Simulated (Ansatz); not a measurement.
# BiOs (rocksalt): other levels of theory at one geometry

An exercise on one series of results from a longer session: the logs are not shown, and one member is left open.

Computed with Ansatz 0.2.0 (DFT at several levels, plane waves, PAW, unless a step's input says otherwise).

**The starting structure**

Symmetry: Fm-3m, No. 225, cubic system. Conventional cell: a = 5.592 Å, b = 5.592 Å, c = 5.592 Å, α = 90.00°, β = 90.00°, γ = 90.00°. Os (site symmetry m-3m) has 6 Bi at 2.80 Å in its first shell of neighbours. Bi (site symmetry m-3m) has 6 Os at 2.80 Å in its first shell of neighbours.

Coordinates:

```
CELL_PARAMETERS angstrom
0.00000 2.79585 2.79585
2.79585 0.00000 2.79585
2.79585 2.79585 0.00000
ATOMIC_POSITIONS crystal
Os 0.50000 0.50000 0.50000
Bi 0.00000 0.00000 0.00000
```

This cell comes from an earlier session at PBE: 21.854 Å³/atom at 0.00 GPa, on a 10×10×10 mesh, no gap.

Levels to run: PBE+SOC; r²SCAN; PBEsol; LDA. Hardware: 2 threads of Arm Neoverse V2, shared host.

Set-up of the first run:

File input.yaml:

```yaml
crystal:
  lattice:
    - [0.0, 2.7958475025, 2.7958475025]
    - [2.7958475025, 0.0, 2.7958475025]
    - [2.7958475025, 2.7958475025, 0.0]
  atoms:
    - { symbol: Os, position: [0.5, 0.5, 0.5] }
    - { symbol: Bi, position: [0.0, 0.0, 0.0] }
basis:
  ecutwfc: 420
  ecutrho_ratio: 4
kpoints:
  mp_grid: { grid: [10, 10, 10] }
hamiltonian:
  xc: pbe
scf:
  occupations: { method: gaussian, width: 0.05 }
output:
  forces: true
  stress: true
  eigenvalues: true
  populations: true
  dos: { projected: true, de: 0.02 }
  write_density: true
  write_potential: true
  elf: true
  volumetric_format: npy
magnetization:
  noncollinear: true
  spin_orbit: true
```

Launch:

```bash
> ansatz run input.yaml --threads 2 --pin off --max-ram 2662MiB --backend cpu --events-out ev --progress --plain --runs-dir out
```

Steps of the session up to this table: PBE+SOC; r²SCAN; PBEsol; LDA.

One of the session's tables, all rows but one given; the rest of the session is left out.

```
  level  pressure (GPa)
    PBE             0.0
    LDA            -8.2
 PBEsol               ?
PBE+SOC             1.7
 r²SCAN            -3.4
```

Estimate the missing values for PBEsol.

As computed: pressure (GPa): -5.5. In the column «pressure (GPa)» it lies between LDA (-8.2) and r²SCAN (-3.4).

The pressure runs from -8.2 GPa (LDA) to 1.7 GPa (PBE+SOC); a negative pressure means that level wants a smaller cell, a positive one a larger cell. Total energies of different levels have different zeros and can't be compared.
